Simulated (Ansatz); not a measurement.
Li2Al, space group Cmcm, a charge-density difference against the sublattices

Computed with the Python package of Ansatz (0.2.0).

The cells in order, each with its output:

**Cell 1**
```python
import ansatz as az
import numpy as np

FUNCTIONAL = "lda"
SMEARING = "fermi_dirac"
CUTOFF = 460
KMESH = (6, 6, 5)

VECTORS = np.array([
    [2.292291, -4.83324, 0.0],
    [2.292291, 4.83324, 0.0],
    [0.0, 0.0, 4.430897],
])
SITES = [
    ("Li", (0.241393, 0.758607, 0.25)),
    ("Li", (0.758607, 0.241393, 0.75)),
    ("Li", (0.589862, 0.410138, 0.25)),
    ("Li", (0.410138, 0.589862, 0.75)),
    ("Al", (0.925018, 0.074982, 0.25)),
    ("Al", (0.074982, 0.925018, 0.75)),
]
```

**Cell 2**
```python
def crystal_on(cell):
    crystal = az.Crystal(lattice=az.Lattice.of(cell))
    for symbol, position in SITES:
        crystal = crystal.atom(symbol, position)
    return crystal
```

**Cell 3**
```python
# one cutoff and one grid for all runs, so that the fields can be subtracted
def solve(crystal):
    return (
        crystal.calculation()
        .functional(FUNCTIONAL)
        .occupations(SMEARING)
        .basis(CUTOFF, grid_basis="typed")
        .kpoints(*KMESH)
        .density()
        .run(threads=1)
    )


whole = solve(crystal_on(VECTORS))
difference = whole.density().channels[0].density_e_per_ang3.copy()
binding = whole.report["free_energy_ev"]
for element in ["Li", "Al"]:
    part = az.Crystal(lattice=az.Lattice.of(VECTORS))
    for symbol, position in SITES:
        if symbol == element:
            part = part.atom(symbol, position)
    alone = solve(part)
    difference -= alone.density().channels[0].density_e_per_ang3
    binding -= alone.report["free_energy_ev"]
    print(f"{element} sublattice: {alone.report['n_electrons']:g} electrons, {alone.report['n_iterations']} iterations")
```
Output:
```text
Li sublattice: 12 electrons, 6 iterations
Al sublattice: 6 electrons, 6 iterations
```

**Cell 4**
```python
voxel = abs(np.linalg.det(VECTORS)) / difference.size
print(f"energy of the crystal less its unpolarised sublattices: {binding / len(SITES):.4f} eV/atom")
print(f"net charge of the difference {difference.sum() * voxel:.5f} e, charge rearranged {0.5 * np.abs(difference).sum() * voxel:.3f} e")
print(f"extremes {difference.min():.4f} and {difference.max():.4f} e/A^3")
for (symbol, position) in SITES:
    index = tuple(int(round(p * n)) % n for p, n in zip(position, difference.shape))
    print(f"  change of the pseudo-density at the grid point nearest {symbol}: {difference[index]:+.4f} e/A^3")
```
Output:
```text
energy of the crystal less its unpolarised sublattices: -0.9684 eV/atom
net charge of the difference -0.00000 e, charge rearranged 0.469 e
extremes -0.0410 and 0.0209 e/A^3
  change of the pseudo-density at the grid point nearest Li: -0.0129 e/A^3
  change of the pseudo-density at the grid point nearest Li: -0.0129 e/A^3
  change of the pseudo-density at the grid point nearest Li: -0.0214 e/A^3
  change of the pseudo-density at the grid point nearest Li: -0.0214 e/A^3
  change of the pseudo-density at the grid point nearest Al: -0.0299 e/A^3
  change of the pseudo-density at the grid point nearest Al: -0.0299 e/A^3
```

Caveats:
- For a metal this k-point mesh is coarse: on a finer one energies can move by several to tens of meV an atom and pressures by half a GPa or more, differences at one mesh by less.
- Grid values close to the nuclei reflect the PAW or pseudopotential construction, not the all-electron fields.
- The structure comes from a database of computed cells and needn't be a stable or known phase.
- Charge moved counts every rearrangement, bonding and polarisation too, and is no transfer between atoms; the bare sublattices are artificial references. Values near the nuclei depend on the potentials.
- Finished in 6.6 s on 1 thread of Arm Neoverse V2 (shared host), peak memory 0.4 GiB.
